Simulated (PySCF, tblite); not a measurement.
# C₃H₆Cl₂F₂Si₂: geometry, infrared bands and NMR shifts

What infrared bands and NMR shifts should C₃H₆Cl₂F₂Si₂ (`F[SiH](F)[Si@@H]1C[C@H]1C(Cl)Cl`) show?

Programs: tblite 0.8.0 and PySCF 2.14.0, with density-fitted response routines of our own. Each step states its level of theory. These are calculated values for one molecule in the gas phase, unless marked as measured. Atoms count from 0, in the outputs and in this text.

## 1. The starting structure

15 atoms, charge 0, multiplicity 1; geometry from: force field or distance geometry start.

Bonds of the start (Å): F0–Si1 1.61, Si1–F2 1.59, Si1–Si3 2.26, Si3–C4 1.82, C4–C5 1.49, C5–C6 1.49, C6–Cl7 1.79, C6–Cl8 1.77, C5–Si3 1.88, Si1–H9 1.50, Si3–H10 1.50, C4–H11 1.09, C4–H12 1.09, C5–H13 1.09, C6–H14 1.09.

## 2. Optimising the geometry with GFN2-xTB

The job: settings as JSON, then the geometry in Å.

```
{"job": {"kind": "relax", "xc": "GFN2-xTB", "basis": "xTB"}, "charge": 0, "multiplicity": 1}
F      3.873300     0.117000    -0.500400
Si     2.525300     0.671600     0.194400
F      2.350200     2.204000    -0.200500
Si     0.732800    -0.544800    -0.450700
C     -0.651800     0.194800    -1.379600
C     -0.899800     0.206400     0.093300
C     -1.891100    -0.695800     0.737600
Cl    -1.484400    -0.882200     2.470100
Cl    -3.498800     0.035000     0.584700
H      2.711100     0.593100     1.681800
H      0.665600    -2.029700    -0.271600
H     -1.228600    -0.485100    -2.006300
H     -0.450800     1.145700    -1.863800
H     -0.813300     1.164000     0.597600
H     -1.943900    -1.686100     0.291400
```

Command:

```sh
> OMP_NUM_THREADS=1 python probes_run.py task.json out
```

This one command runs all jobs of the session in turn.

**Question.** This job is followed by: GFN2-xTB harmonic vibrations, gas phase; GIAO PBE0/pcSseg-1 NMR shielding, non-relativistic, gas phase. Predict these results of the whole session: strongest single infrared mode (GFN2-xTB); zero-point energy (GFN2-xTB); 13C shifts against TMS (PBE0/pcSseg-1); 1H shifts against TMS (PBE0/pcSseg-1); 19F shifts against CFCl3 (PBE0/pcSseg-1); 29Si shifts against TMS (PBE0/pcSseg-1); 35Cl shifts against HCl (PBE0/pcSseg-1).

The runs gave:

| quantity | value |
| --- | --- |
| strongest single infrared mode (GFN2-xTB) | 594 cm⁻¹, 346 km/mol |
| zero-point energy (GFN2-xTB) | 53.1 kcal/mol |
| 13C shifts against TMS (PBE0/pcSseg-1) | 91.4, 30.0, 9.0 ppm |
| 1H shifts against TMS (PBE0/pcSseg-1) | 5.39, 5.03, 2.55, 1.88, 1.19, 0.82 ppm |
| 19F shifts against CFCl3 (PBE0/pcSseg-1) | -141.9, -150.1 ppm |
| 29Si shifts against TMS (PBE0/pcSseg-1) | 14.3, -153.3 ppm |
| 35Cl shifts against HCl (PBE0/pcSseg-1) | 335, 330 ppm |

**Reading.** Relaxing lowered the energy by 0.386 eV in 148 steps; the close pair that moved most is Si3–C4, from 1.824 to 1.890 Å. All 39 modes are real, so the xTB geometry is a minimum. The strongest single mode, at 594 cm⁻¹, moves mainly H10. GFN2-xTB is a fitted tight-binding method: band positions and strengths are rough. Its intensities can rank the bands wrongly. C6 stands next to heavy halogen, whose spin-orbit shielding this run leaves out, so the computed shift lies too far downfield, most of all for carbon beside Br or I. At PBE0/pcSseg-1: Shielding is most anisotropic at Cl7 (span 743 ppm, paramagnetic term -526 ppm).
